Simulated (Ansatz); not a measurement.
# Sn5Se2S3: the cost of one run

Method: DFT PBE, scalar-relativistic, plane waves, PAW, in Ansatz 0.2.0.

1 further run of the same task is left out (it didn't finish).

### 1 The structure to begin with

Symmetry: I4/mmm, No. 139, tetragonal system. The conventional cell has a = 4.202 Å, b = 4.202 Å, c = 29.660 Å, α = 90.00°, β = 90.00°, γ = 90.00°. Sn (site symmetry 4mm) is surrounded by 1 S at 2.93 Å and 5 Se at 2.97 to 3.07 Å. Sn (site symmetry 4mm) has 5 S at 2.89 to 2.97 Å and 1 Se at 3.02 Å as nearest neighbours. Around Sn (site symmetry 4/mmm) lie 6 S at 2.92 to 2.97 Å. Se (site symmetry 4mm) is surrounded by 6 Sn at 2.97 to 3.07 Å. S (site symmetry 4mm) has 6 Sn at 2.92 to 2.97 Å as nearest neighbours. Around S (site symmetry 4/mmm) lie 6 Sn at 2.89 to 2.97 Å.

As a file:

```
Sn Se S
1.0
    -2.10103    2.10103   14.83015
     2.10103   -2.10103   14.83015
     2.10103    2.10103  -14.83015
Sn Se S
5 2 3
Direct
  0.69718 0.69718 0.00000
  0.30282 0.30282 0.00000
  0.90241 0.90241 0.00000
  0.50000 0.50000 0.00000
  0.09759 0.09759 0.00000
  0.80067 0.80067 0.00000
  0.19933 0.19933 0.00000
  0.40165 0.40165 0.00000
  0.00000 0.00000 0.00000
  0.59835 0.59835 0.00000
```

The cell was relaxed beforehand at this level, from a generated guess; it needn't be the stable form of this composition. At a tolerance of 0.02 Å it has space group I4/mmm (No. 139); it has 26.19 Å³/atom, an uncorrected energy of -0.41 eV/atom over the elements.

### 2 Bands, states and charges

input.yaml reads:

```yaml
crystal:
  lattice:
    - [-2.1010330811, 2.1010330811, 14.8301464668]
    - [2.1010330811, -2.1010330811, 14.8301464668]
    - [2.1010330811, 2.1010330811, -14.8301464668]
  atoms:
    - { symbol: Sn, position: [0.6971792487, 0.6971792487, 0.0] }
    - { symbol: Sn, position: [0.3028207513, 0.3028207513, 0.0] }
    - { symbol: Sn, position: [0.9024140666, 0.9024140666, 0.0] }
    - { symbol: Sn, position: [0.5, 0.5, 0.0] }
    - { symbol: Sn, position: [0.0975859334, 0.0975859334, 0.0] }
    - { symbol: Se, position: [0.8006662197, 0.8006662197, 0.0] }
    - { symbol: Se, position: [0.1993337803, 0.1993337803, 0.0] }
    - { symbol: S, position: [0.4016526348, 0.4016526348, 0.0] }
    - { symbol: S, position: [0.0, 0.0, 0.0] }
    - { symbol: S, position: [0.5983473652, 0.5983473652, 0.0] }
basis:
  ecutwfc: 420
kpoints:
  mp_grid: { grid: [12, 12, 12] }
  band_path:
    path:
      - [[0.0, 0.0, 0.0], [0.0, 0.0, 0.5], [0.25, 0.25, 0.25], [0.0, 0.5, 0.0], [0.0, 0.0, 0.0], [0.5, 0.5, -0.5], [0.25501782, 0.74498218, -0.25501782]]
      - [[-0.25501782, 0.25501782, 0.25501782], [0.0, 0.0, 0.0]]
      - [[0.0, 0.0, 0.5], [-0.01003564, 0.01003564, 0.5]]
      - [[0.5, 0.5, -0.01003564], [0.5, 0.5, -0.5]]
    npoints: 14
hamiltonian:
  xc: pbe
scf:
  occupations: { method: gaussian, width: 0.01 }
  n_extra_bands: 25
output:
  forces: true
  stress: true
  eigenvalues: true
  populations: true
  dos: { projected: true, de: 0.02, nscf_kmesh: { grid: [15, 15, 15] } }
  bader: true
  write_density: true
  write_potential: true
  elf: true
  volumetric_format: npy
```

Command:

```sh
$ ansatz run input.yaml --threads 4 --pin off --max-ram 8192MiB --backend cpu --events-out ev --progress --plain --runs-dir out
```

What time and memory should one allow on 4 threads of AMD EPYC 7R43 (Zen 3), shared host?

About 3.2 min, with a peak of 4 GiB.
